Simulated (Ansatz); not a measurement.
**CH₄FSb: basis-set convergence**

The task here is to estimate one member of a computed series from the others.

Program: Ansatz 0.2.0, Gaussian basis. Level of theory: one geometry, several basis sets. These are calculated values, not measurements.

Plan: PBE0-D4/def2-SVP; ωB97M-V/def2-SVP; PBE0-D4/def2-QZVPP; ωB97M-V/def2-QZVPP; the functionals' def2-TZVPP values are taken from earlier runs.

**The geometry**

An earlier PBE0-D4 in a triple-zeta def2 set relaxation fixed the geometry. Sb takes the def2 core potential; no spin-orbit term is included.

SMILES `[CH3][SbH][F]`, 7 atoms, charge 0, spin multiplicity 1.

Atoms are counted from 1 here; the program's logs count them from 0.

Bond lengths: C1–Sb2 2.143 Å, C1–H4 1.089 Å, C1–H5 1.090 Å, C1–H6 1.092 Å, Sb2–F3 1.926 Å, Sb2–H7 1.720 Å. Angles: Sb2–C1–H4 109.8°, Sb2–C1–H5 108.7°, Sb2–C1–H6 109.5°, H4–C1–H5 110.0°, H4–C1–H6 109.3°, H5–C1–H6 109.6°, C1–Sb2–F3 94.2°, C1–Sb2–H7 92.7°, F3–Sb2–H7 93.8°.

The first run:

File in.yaml:

```yaml
crystal:
  periodic: [false, false, false]
  atoms:
    - {symbol: C, position_ang: [0.021342, 0.806317, -0.310630]}
    - {symbol: Sb, position_ang: [0.347394, -1.310555, -0.375487]}
    - {symbol: F, position_ang: [1.063661, -1.396166, 1.410199]}
    - {symbol: H, position_ang: [0.953257, 1.329284, -0.522503]}
    - {symbol: H, position_ang: [-0.338935, 1.074446, 0.682008]}
    - {symbol: H, position_ang: [-0.725094, 1.083460, -1.057842]}
    - {symbol: H, position_ang: [-1.260425, -1.654786, 0.128656]}
basis:
  gaussian: {orbitals: def2-SVP}
hamiltonian: {xc: pbe0, dispersion: d4}
output: {orbitals: {seedname: orbitals}}
```

Steps of the session up to this table: PBE0-D4 in def2-SVP; ωB97M-V in def2-SVP; PBE0-D4 in def2-QZVPP; ωB97M-V in def2-QZVPP.

One table of the session follows, with a row left open; its other results are not shown here.

It belongs to the step «Functionals by basis». 

```
functional       basis  HOMO (eV)
   PBE0-D4    def2-SVP      -7.26
   PBE0-D4  def2-TZVPP      -7.39
   PBE0-D4  def2-QZVPP          ?
   ωB97M-V    def2-SVP      -9.34
   ωB97M-V  def2-TZVPP      -9.50
   ωB97M-V  def2-QZVPP      -9.53
```

Q: Estimate the row for PBE0-D4, def2-QZVPP from the others.

As computed: HOMO (eV): -7.41. In the column «HOMO (eV)» it lies between ωB97M-V, def2-SVP (-9.34) and PBE0-D4, def2-TZVPP (-7.39).
